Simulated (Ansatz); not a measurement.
From input file to script: F₂HSb, SMILES [F][SbH][F] in Ansatz 0.2.0.

```yaml
crystal:
  periodic: [false, false, false]
  atoms:
    - { symbol: F, position_ang: [1.1942, -0.7145, 0.9993] }
    - { symbol: Sb, position_ang: [-0.654, -0.4794, 0.1354] }
    - { symbol: F, position_ang: [-0.6245, 1.5115, 0.3183] }
    - { symbol: H, position_ang: [0.1398, -0.3779, -1.4734] }
basis:
  gaussian:
    orbitals: def2-SVP
hamiltonian:
  xc: b3lyp
md:
  timestep: 0.25
  n_steps: 40
  ensemble: nve
  temperature: 300.0
  initial_velocities: maxwell_boltzmann
  seed: 29
```

Script `md_f2hsb.py`:
```python
"""Molecular dynamics of one F2HSb molecule."""

import logging
import sys

import ansatz as az
import numpy as np

logging.basicConfig(stream=sys.stdout, format="%(levelname)s:%(name)s:%(message)s")
logger = logging.getLogger("f2hsb")
logger.setLevel(logging.INFO)

BASIS_SET = "def2-SVP"
FUNCTIONAL = "b3lyp"
N_STEPS = 40
TEMPERATURE_K = 300

geometry_ang = [
    ("F", (1.1942, -0.7145, 0.9993)),
    ("Sb", (-0.654, -0.4794, 0.1354)),
    ("F", (-0.6245, 1.5115, 0.3183)),
    ("H", (0.1398, -0.3779, -1.4734)),
]
system = az.Crystal.molecule()
for symbol, xyz in geometry_ang:
    system = system.atom(symbol, xyz)

calculation = (
    system.calculation()
    .basis(gaussian=BASIS_SET)
    .functional(FUNCTIONAL)
    .md("nve", timestep=0.25, steps=N_STEPS, temperature=TEMPERATURE_K, initial_velocities="maxwell_boltzmann", seed=29)
)
frames = []
calculation.session().plan().execute(on_event=lambda e: frames.append(e["data"]) if e["event"] == "md_step" else None)
logger.info("t (fs)   E_pot (eV)      E_kin (eV)   T (K)   d(0-1) (A)")
for f in frames[::2]:
    xyz = np.array(f["positions_ang"])
    logger.info(f"{f['time_fs']:6.2f} {f['lagrangian_ev']:14.5f} {f['e_kin_ev']:10.5f} {f['temperature_k']:8.1f} {np.linalg.norm(xyz[0] - xyz[1]):9.4f}")
kept = np.array([f["conserved_ev"] for f in frames])
logger.info(f"conserved energy moves by at most {1000 * np.ptp(kept):.3f} meV")
```

```console
$ python md_f2hsb.py
INFO:f2hsb:t (fs)   E_pot (eV)      E_kin (eV)   T (K)   d(0-1) (A)
INFO:f2hsb:  0.00   -11985.91994    0.07756    300.0    2.0536
INFO:f2hsb:  0.50   -11985.91813    0.07575    293.0    2.0530
INFO:f2hsb:  1.00   -11985.91818    0.07579    293.2    2.0521
INFO:f2hsb:  1.50   -11985.91988    0.07749    299.7    2.0509
INFO:f2hsb:  2.00   -11985.92296    0.08056    311.6    2.0494
INFO:f2hsb:  2.50   -11985.92703    0.08463    327.3    2.0476
INFO:f2hsb:  3.00   -11985.93166    0.08925    345.2    2.0455
INFO:f2hsb:  3.50   -11985.93640    0.09398    363.5    2.0431
INFO:f2hsb:  4.00   -11985.94086    0.09843    380.8    2.0404
INFO:f2hsb:  4.50   -11985.94470    0.10228    395.6    2.0375
INFO:f2hsb:  5.00   -11985.94776    0.10533    407.4    2.0342
INFO:f2hsb:  5.50   -11985.95001    0.10758    416.1    2.0307
INFO:f2hsb:  6.00   -11985.95163    0.10921    422.4    2.0269
INFO:f2hsb:  6.50   -11985.95297    0.11056    427.7    2.0229
INFO:f2hsb:  7.00   -11985.95451    0.11211    433.6    2.0186
INFO:f2hsb:  7.50   -11985.95676    0.11436    442.4    2.0141
INFO:f2hsb:  8.00   -11985.96021    0.11782    455.7    2.0094
INFO:f2hsb:  8.50   -11985.96519    0.12281    475.0    2.0044
INFO:f2hsb:  9.00   -11985.97184    0.12945    500.8    1.9993
INFO:f2hsb:  9.50   -11985.98004    0.13764    532.4    1.9939
INFO:f2hsb: 10.00   -11985.98942    0.14701    568.7    1.9884
INFO:f2hsb:conserved energy moves by at most 0.043 meV
```

Total energies depend on the basis set; only differences at equal settings carry meaning. The trajectory is only some femtoseconds long, so its temperature is not equilibrated; where the script doesn't relax first, it starts from a rough generated geometry. def2 sets replace the cores of elements past krypton by effective core potentials. b3lyp holds the VWN-RPA fit, as in Gaussian; the form of ORCA and Turbomole is b3lyp5. The temperature counts the internal degrees of freedom alone. The whole script took 59 s on 1 thread of Arm Neoverse V2, with other jobs on the host, peak memory 0.19 GiB.

(Lines on the test bed's own set-up are left out of the output.)
